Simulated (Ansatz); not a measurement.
# GaCl + HCl: a complex and its separated parts

The complex below is one end of an elementary step. How strongly is it bound against its free parts?

The runs use Ansatz 0.2.0, Gaussian basis; PBE0-D4/def2-TZVP structures, single points in def2-TZVPP, no counterpoise correction.

Levels: SPW92, PBE-D4, BLYP-D4, r2SCAN-D4, B97M-V, PBE0-D4, B3LYP-D4, r2SCAN0-D4, BHLYP-D4, CAM-B3LYP-D4, wB97X-V, wB97M-V, B2PLYP, PBE-QIDH, RPA on PBE, Hartree-Fock, MP2, CCSD, CCSD(T).

Cores are frozen in the correlated methods. Filled d shells of the heavier atoms are correlated. B3LYP uses VWN-RPA correlation. B2PLYP carries no dispersion term here.

94 further runs of the same task are left out: 94 set aside as unsound or not needed.

**1. The starting structure**

The complex: 4 atoms, charge 0, spin multiplicity 1.

Atoms are counted from 1 here; the program's logs count them from 0.

Bond lengths: Ga1–Cl2 2.275 Å, H3–Cl4 1.299 Å.

As a file:

```xyz
4

Ga    1.4835   -0.4637   -0.9027
Cl   -0.6713   -0.1581   -1.5660
H    -0.7529    0.2778    0.6863
Cl   -0.0594    0.3439    1.7824
```

Its parts: GaCl holds atoms 1, 2; HCl holds atoms 3, 4. Each part counts its atoms afresh in its own runs.

**2. Relaxing GaCl alone**

Contents of relax-a/in.yaml:

```yaml
crystal:
  periodic: [false, false, false]
  atoms:
    - {symbol: Ga, position_ang: [1.483492, -0.463677, -0.902736]}
    - {symbol: Cl, position_ang: [-0.671286, -0.158085, -1.565958]}
basis:
  gaussian: {orbitals: def2-TZVP}
hamiltonian: {xc: pbe0, dispersion: d4}
relax: {f_tol: 0.005, max_steps: 200}
```

Command:

```console
ansatz run in.yaml --threads 2 --pin off --events-out ev --progress --plain --max-ram 4352MiB
```

After this run come: Relaxing HCl alone; SPW92/def2-TZVPP; PBE-D4/def2-TZVPP; BLYP-D4/def2-TZVPP; r2SCAN-D4/def2-TZVPP; B97M-V/def2-TZVPP; PBE0-D4/def2-TZVPP; B3LYP-D4/def2-TZVPP; r2SCAN0-D4/def2-TZVPP; BHLYP-D4/def2-TZVPP; CAM-B3LYP-D4/def2-TZVPP; wB97X-V/def2-TZVPP; wB97M-V/def2-TZVPP; B2PLYP/def2-TZVPP; PBE-QIDH/def2-TZVPP; RPA on PBE/def2-TZVPP; CCSD(T)/def2-TZVPP; Vibrations of GaCl; Vibrations of HCl.

What does the calculation give? Wanted: complex less parts, CCSD(T)/def2-TZVPP; with zero-point energy; largest T1 diagnostic.

The runs gave:

```
                              quantity          value
complex less parts, CCSD(T)/def2-TZVPP  -3.3 kcal/mol
                with zero-point energy  -2.4 kcal/mol
                 largest T1 diagnostic          0.013
```

What this shows: At CCSD(T) the complex lies 3.3 kcal/mol below its parts. The functionals run from B2PLYP, off by +0.1 kcal/mol, to SPW92, off by -6.0 kcal/mol, against CCSD(T). By rung, the mean size of the error is: LDA 6.0, GGA 3.0, meta-GGA 1.6, hybrid 1.8, range-separated hybrid 1.2, double hybrid 0.4 kcal/mol. PBE-D4 gives a relative energy 3.2 kcal/mol too low, outside chemical accuracy (1 kcal/mol). No counterpoise was applied, and triple zeta lacks some correlation, so the CCSD(T) reference has a basis error of its own, and close matches with it are partly luck.
